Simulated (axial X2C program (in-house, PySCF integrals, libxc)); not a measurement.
# TeH: EOM-EA-CCSD levels

Wanted for TeH: EOM-EA-CCSD levels, at the two-component level.

Computed with an in-house X2C program for linear molecules on PySCF integrals. Level: two-component X2C with atomic mean-field terms, Te dyall-acv3z, H dyall-av3z.

All values are calculated.

### 1 The job

task.json reads:

```json
{"zs": [52, 1], "q": 0, "bas": ["dyall-acv3z", "dyall-av3z"], "r0": 1.68, "eom": "ea", "thr": -2.0, "nmax": 92, "grid": [1, 0.96, 1.045, 0.92, 1.09, 1.15]}
```

Keys: zs atomic numbers; q charge; bas basis sets; r0 starting distance in Å; eom kind of EOM run; thr threshold in hartree for freezing inner shells (an s shell follows its p shell); nmax most natural virtual spinors; grid distances as factors.

Command:

```
python soeom.py task.json out
```

Further steps of the session: EOM-EA-CCSD at 1.663 Å.

What does the calculation give? Wanted: next root led by one particle; T1 of the reference.

**Answer**, as computed:

| quantity | value |
| --- | --- |
| lowest root at 1.663 Å | Ω = 3/2, 9.093 eV |
| next root led by one particle | Ω = 1/2, about 37290 cm⁻¹ higher |
| T1 of the reference | 0.008 |

What this shows: The added electron is bound by 9.09 eV in a spinor of 85% Te pπ, 10% H pπ. Errors of 0.1 to 0.3 eV are usual at this size, and roots led by higher excitations are left out, so the list is incomplete, and low states of that kind can be missing. T1 or the largest double amplitude of the reference is raised, which lowers the reliability.
